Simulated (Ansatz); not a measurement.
# BGeP (singlet): the correlation ladder, cc-pVTZ

An exercise on one series of results from a longer session: the logs are not shown, and one member is left open.

The runs use Ansatz 0.2.0, Gaussian basis; cc-pVTZ, core rule «outside noble gas», up to 20 orbitals frozen.

Plan: UHF; CCSD(T) on RHF; CCSD(T) on UHF; BCCD(T) on RHF; CCSDT(Q) on RHF; CCSDT(Q) on UHF.

4 further runs of the same task are left out: 4 set aside as unsound or not needed.

## What is computed

The geometry is a PBE0/def2-TZVP stationary point (not a proven minimum) of the parent state, kept for this charge and spin. No spin-orbit coupling is included. The filled d shell of Ge may be among the frozen orbitals whatever the setting's name suggests; the logs give the count.

3 atoms, charge 0, spin multiplicity 1.

Atoms are counted from 1 here; the program's logs count them from 0.

Bond lengths: B1–Ge2 2.182 Å, B1–P3 1.788 Å, Ge2–P3 2.237 Å. Angles: Ge2–B1–P3 67.8°, B1–Ge2–P3 47.7°, B1–P3–Ge2 64.5°.

Geometry (Å):

```
B     0.0000   -1.3568   -0.9052
Ge    0.0000    0.0559    0.7577
P     0.0000    0.3424   -1.4611
```

The first run:

File in.yaml:

```yaml
crystal:
  periodic: [false, false, false]
  atoms:
    - {symbol: B, position_ang: [0.000000, -1.356815, -0.905184]}
    - {symbol: Ge, position_ang: [0.000000, 0.055950, 0.757740]}
    - {symbol: P, position_ang: [0.000000, 0.342363, -1.461116]}
basis:
  gaussian: {orbitals: cc-pVTZ}
magnetization: {spin_polarized: true, initial_magnetization: 0}
hamiltonian: {xc: hf}
output: {orbitals: {seedname: orbitals}}
```

Launch:

```sh
$ ansatz run in.yaml --threads 1 --pin off --events-out ev --progress --plain --max-ram 4096MiB --backend cpu
```

Among the steps run: UHF; CCSD(T) on RHF; CCSD(T) on UHF; BCCD(T) on RHF; CCSDT(Q) on RHF; CCSDT(Q) on UHF.

One table of the session follows, with a row left open; its other results are not shown here.

| method | from RCCSDT(Q) (meV) |
| --- | --- |
| RHF | +10154.4 |
| UHF | +9618.6 |
| RMP2 | +1475.5 |
| UMP2 | +1625.4 |
| RCCSD | +852.1 |
| UCCSD | ? |
| RCCSD(T) | +108.7 |
| UCCSD(T) | +174.8 |
| BCCD(T) | +101.0 |
| RCCSDT | +87.2 |
| UCCSDT | +97.4 |
| RCCSDT(Q) | 0 |
| UCCSDT(Q) | -2.2 |

Q: Estimate the row for UCCSD from the others.

**Answer.** from RCCSDT(Q) (meV): +849.0. In the column «from RCCSDT(Q) (meV)» it lies between UCCSD(T) (+174.8) and RCCSD (+852.1).

Limits of these values: The determinant is far from a pure spin state, so its energy mixes those of several spin states (harmless only where they are near-degenerate, as at dissociation). Warnings: restricted reference is unstable; spin contamination; large T1 diagnostic. Restricted and unrestricted rows rest on different reference determinants; where their highest levels disagree by more than a few hundredths of an eV, they describe different states and don't form one ladder.
